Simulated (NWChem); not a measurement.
**triplet CH3FGeO: levels of theory compared**

Wanted: a comparison of 6 runs (UHF/STO-3G, UHF/3-21G, UB3LYP/6-31G*, UM06-2X/6-31G*, UPBE0/6-31G*) of triplet CH3FGeO. 

Program for the calculation: NWChem 7.3.0.

60 further runs of the same task are left out: 2 that didn't finish, 58 set aside as unsound or not needed. Runs told in other sessions of the task aren't counted.

## Step 1: The structure to begin with

CH3FGeO: 7 atoms, total charge 0, spin state triplet. SMILES of the parent species: `C[O][Ge][F]`. The coordinates come from a PBE0-D4/def2-TZVP relaxation. This is one conformer, not always the lowest. That shape belongs to the parent species and isn't relaxed for this state.

Bond lengths: C1–O2 1.413 Å, O2–Ge3 1.764 Å, Ge3–F4 1.768 Å, C1–H5 1.092 Å, C1–H6 1.093 Å, C1–H7 1.093 Å. Angles: C1–O2–Ge3 128.6°, O2–Ge3–F4 99.1°, O2–C1–H5 112.1°, O2–C1–H6 109.1°, O2–C1–H7 109.0°, H5–C1–H6 109.1°, H5–C1–H7 109.1°, H6–C1–H7 108.4°.

## Step 2: The energy at UHF/STO-3G (run 1)

File nw.nw:

```
start nw
memory stack 880 mb heap 220 mb global 1100 mb

geometry units bohr noautosym nocenter noautoz
   C   -0.95393375   0.92880039   0.74625285
   O    0.77932305   1.17956705  -1.26970698
   Ge   2.72441815  -1.15405574  -2.64259301
   F    1.82812105  -3.76168882  -0.75626840
   H   -1.03651478  -1.00571224   1.46227008
   H   -0.39306303   2.19416100   2.28014354
   H   -2.83213254   1.49004905   0.09391939
end

basis "ao basis" spherical bse
   * library STO-3G
end

scf
   triplet
   uhf
   thresh 1e-08
   maxiter 80
end

task scf energy
```

Launch:

```
$ nwchem nw.nw > nw.out
```

Output:

```text
[...]
  functions       =    36
[...]
  wavefunction    = UHF
[...]
         Total SCF energy =  -2262.683616784379
      One electron energy =  -3727.763806944152
      Two electron energy =   1189.390386430559
 Nuclear repulsion energy =    275.689803729214
                       Sz =      1.0000
                 Sz(Sz+1) =      2.0000
                      S^2 =      2.0121
[...]
```

Run time: 12 s. Hardware: 1 thread of AMD EPYC, shared host; peak memory 0.099 GiB.

## Step 3: The energy at UHF/3-21G (run 2)

File run.py:

```python
from ase import Atoms
from ase.calculators.nwchem import NWChem

atoms = Atoms(['C', 'O', 'Ge', 'F', 'H', 'H', 'H'], positions=[
    [-0.504800, 0.491500, 0.394900],
    [0.412400, 0.624200, -0.671900],
    [1.441700, -0.610700, -1.398400],
    [0.967400, -1.990600, -0.400200],
    [-0.548500, -0.532200, 0.773800],
    [-0.208000, 1.161100, 1.206600],
    [-1.498700, 0.788500, 0.049700],
])

calc = NWChem(
    label='ch3fgeo',
    theory='scf',
    memory='2200 mb',
    basis='3-21G',
    basispar='spherical bse',
    scf={'nopen': '2', 'uhf': None, 'thresh': '1e-08', 'maxiter': '80', 'print': 'low'},
    task='energy',
)
atoms.calc = calc

e = atoms.get_potential_energy()
print(f"E = {e:.6f} eV")
```

Launch:

```
$ export ASE_NWCHEM_COMMAND="nwchem PREFIX.nwi > PREFIX.nwo"
$ python run.py
```

Output:

```text
E = -61988.920658 eV
```

The calculator wrote ch3fgeo.nwi:

```
title "ch3fgeo"

permanent_dir ch3fgeo

scratch_dir ch3fgeo

start ch3fgeo

geometry units angstrom nocenter noautosym noautoz
  C  -5.0480000000000003e-01 4.9149999999999999e-01 3.9489999999999997e-01
  O  4.1239999999999999e-01 6.2419999999999998e-01 -6.7190000000000005e-01
  Ge 1.4417000000000000e+00 -6.1070000000000002e-01 -1.3984000000000001e+00
  F  9.6740000000000004e-01 -1.9905999999999999e+00 -4.0020000000000000e-01
  H  -5.4849999999999999e-01 -5.3220000000000001e-01 7.7380000000000004e-01
  H  -2.0799999999999999e-01 1.1611000000000000e+00 1.2065999999999999e+00
  H  -1.4986999999999999e+00 7.8849999999999998e-01 4.9700000000000001e-02
end

memory 2200 mb

basis spherical bse noprint
   * library 3-21G
end

scf
  nopen 2
  uhf
  thresh 1e-08
  maxiter 80
  print low
end

task scf energy
```

ch3fgeo.nwo:

```text
Northwest Computational Chemistry Package (NWChem) 7.3.0
             --------------------------------------------------------

           Job information
           ---------------

    nwchem branch   = 7.3.0
    use scalapack   = T
    input           = ch3fgeo.nwi
    prefix          = ch3fgeo.
    data base       = ch3fgeo/ch3fgeo.db
    status          = startup
    nproc           =        1

           Memory information
           ------------------

[... 5 lines left out ...]
    hardfail = no
[... 42 lines left out ...]
            Nuclear Dipole moment (a.u.)
[... 66 lines left out ...]
 Forming initial guess at       0.1s

 Starting SCF solution at       0.3s

       Final UHF  results
       ------------------

         Total SCF energy =  -2278.050835137803
      One electron energy =  -3727.923684744127
      Two electron energy =   1174.183026216468
 Nuclear repulsion energy =    275.689823389856

                       Sz =      1.0000
                 Sz(Sz+1) =      2.0000
                      S^2 =      2.0037

        Time for solution =      9.9s

 Task  times  cpu:       10.2s     wall:       10.2s
 Total times  cpu:       10.3s     wall:       10.3s
```

It took 12 s on 1 thread of AMD EPYC, shared host; peak memory 0.098 GiB.

Runs 3 to 5 aren't shown in full; the table further down has their settings and results.

## Step 4: A single-point energy at UB3LYP/6-31G(d) (Cartesian functions) (run 6)

File sp.xyz:

```xyz
7
CH3FGeO
C     -0.504800     0.491500     0.394900
O      0.412400     0.624200    -0.671900
Ge     1.441700    -0.610700    -1.398400
F      0.967400    -1.990600    -0.400200
H     -0.548500    -0.532200     0.773800
H     -0.208000     1.161100     1.206600
H     -1.498700     0.788500     0.049700
```

File sp.nw:

```
start sp
title "CH3FGeO"
memory 2200 mb
charge 0

geometry units angstroms noautosym nocenter noautoz
   load format xyz sp.xyz
end

basis "ao basis" cartesian
   * library 6-31G*
end

dft
   xc b3lyp
   mult 3
   grid xfine
   convergence energy 1e-08
   maxiter 100
   mulliken
   print medium
end

task dft energy
```

Launch:

```
$ nwchem sp.nw > sp.out
```

Output:

```text
[...]
          Wavefunction type:  spin polarized.
          No. of atoms     :     7
          No. of electrons :    58
[...]
          Charge           :     0
          Spin multiplicity:     3
[...]
          AO basis - number of functions:    86
[...]
              XC Information
              --------------
                         B3LYP Method XC Potential
                     Hartree-Fock (Exact) Exchange  0.200
                        Slater Exchange Functional  0.800 local
                    Becke 1988 Exchange Functional  0.720 non-local
              Lee-Yang-Parr Correlation Functional  0.810
                  VWN I RPA Correlation Functional  0.190 local
[...]
 d= 0,ls=0.0,diis     1  -2291.5434604171 -2.57D+03  1.11D-02  4.02D-01    10.2
[...]
 d= 0,ls=0.0,diis    15  -2291.6532543851 -3.81D-10  1.40D-07  8.98D-11   134.4
[...]
         Total DFT energy =    -2291.653254385076
      One electron energy =    -3739.032282750452
           Coulomb energy =     1276.369255418434
    Exchange-Corr. energy =     -104.680050442915
 Nuclear repulsion energy =      275.689823389857
[...]
      Total Density - Mulliken Population Analysis
     ---------------------------------------------
    Atom       Charge   Shell Charges
 -----------   ------   -------------------------------------------------------
    1 C    6     6.20   1.99  0.69  2.07  0.57  0.82  0.05
    2 O    8     8.49   1.99  0.90  2.90  0.94  1.73  0.03
    3 Ge  32    31.44   2.00  1.99  6.00  1.93  5.99  1.32  1.55  0.18  0.36  6.94  2.97  0.23
    4 F    9     9.37   1.99  0.95  3.28  0.97  2.12  0.06
    5 H    1     0.82   0.53  0.29
    6 H    1     0.84   0.53  0.31
    7 H    1     0.84   0.53  0.31
[...]
      <S2> =      2.0033 (Exact =     2.0000)
[...]
```

Run time: 2.3 min. Hardware: 1 thread of AMD EPYC, shared host; peak memory 0.13 GiB.

## Step 5: Overview of the runs

```
run                                 level  iteration cap  module   energy (Eh)  dipole moment (D)  HOMO energy (eV)   ⟨S²⟩  wall time
  1                            UHF/STO-3G             80     scf  -2262.683617               1.81             -4.12  2.012       12 s
  2                             UHF/3-21G             80     scf  -2278.050835                  –                 –  2.004       12 s
  3   UB3LYP/6-31G* (spherical functions)            100     dft  -2291.644370               0.94             -4.05  2.003      2 min
  4  UM06-2X/6-31G* (spherical functions)            100     dft  -2291.523812               0.99             -5.55  2.006      3 min
  5    UPBE0/6-31G* (spherical functions)            100     dft  -2291.116095               0.84             -4.46  2.003    1.9 min
  6   UB3LYP/6-31G* (Cartesian functions)            100     dft  -2291.653254               0.93             -4.04  2.003    2.3 min
```

## Step 6: Results

| quantity | value |
| --- | --- |
| run 6: total energy | -2291.65325 Eh |
| run 6: dipole moment | 0.93 D |
| run 6: HOMO energy (highest over α and β) | -4.04 eV |
| run 6: ⟨S²⟩ | 2.003 |

**Reading.** Over runs 1, 3, 4, 5, 6 the dipole moment (its size) runs from 0.84 D (UPBE0/6-31G*) to 1.81 D (UHF/STO-3G). The two ends differ in method and basis. Totals of different functionals can't be ranked against each other. In run 1 the basis is minimal, so the values are rough. All runs together took 9.5 min, the longest 3 min.
